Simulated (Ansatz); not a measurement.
# MoF: one candidate structure

Aim: relax MoF from this start, zinc blende type (F-43m, No. 216), and see where it ends.

Computed with Ansatz 0.2.0 (DFT PBE, scalar-relativistic, plane waves, PAW, unless a step's input says otherwise).

1 further run of the same task is left out (it didn't finish).

## 1. The starting structure

It takes space group F-43m (No. 216, cubic). The conventional cell has a = 4.838 Å, b = 4.838 Å, c = 4.838 Å, α = 90.00°, β = 90.00°, γ = 90.00°. Mo (site symmetry -43m) is surrounded by 4 F at 2.09 Å. Around F (site symmetry -43m) lie 4 Mo at 2.09 Å.

Coordinates:

```
Mo F
1.0
     0.00000    2.41876    2.41876
     2.41876    0.00000    2.41876
     2.41876    2.41876    0.00000
Mo F
1 1
Direct
  0.00000 0.00000 0.00000
  0.75000 0.75000 0.75000
```

(A quick probe on a coarse mesh, which set the mesh and smearing, is not shown.)

## 3. Rough relaxation on the coarse mesh

File input.yaml:

```yaml
crystal:
  lattice:
    - [0.0, 2.4187613139, 2.4187613139]
    - [2.4187613139, 0.0, 2.4187613139]
    - [2.4187613139, 2.4187613139, 0.0]
  atoms:
    - { symbol: Mo, position: [0.0, 0.0, 0.0], spin: 0.67 }
    - { symbol: F, position: [0.75, 0.75, 0.75] }
basis:
  ecutwfc: 420
kpoints:
  mp_grid: { grid: [6, 6, 6] }
hamiltonian:
  xc: pbe
scf:
  occupations: { method: gaussian, width: 0.1 }
  lower_state_search: "off"
output:
  forces: true
  stress: true
  eigenvalues: true
  populations: true
magnetization:
  spin_polarized: true
relax:
  adjacent_minimum: "off"
  f_tol: 0.04
  max_steps: 70
  cell: { stress_tol: 0.4 }
```

On the command line:

```
$ ansatz run input.yaml --threads 1 --pin off --max-ram 2560MiB --backend cpu --events-out ev --progress --plain --runs-dir out
```

The session goes on with these runs: the relaxation; reference for the rattle test; random kick, then relaxation.

Q: Predict the outcome of this session.

The runs gave:

Formation energies count from the elements, computed with the same settings in runs not shown here.

```
                          quantity                                                                      value
               cell (conventional)  a = 4.886 Å, b = 4.886 Å, c = 4.886 Å, α = 90.00°, β = 90.00°, γ = 90.00°
                       space group                                                            F-43m (No. 216)
                            volume                                                              14.58 Å³/atom
                   gap on the mesh                                                               none (metal)
formation energy from the elements                                                             +0.296 eV/atom
                    largest moment                                                                    0.63 μB
```

The space group stayed F-43m, and from the first guess the volume went from 14.15 to 14.58 Å³/atom. The formation energy of +0.30 eV/atom is positive, so the elements lie lower than this structure; another structure of the compound can lie lower.
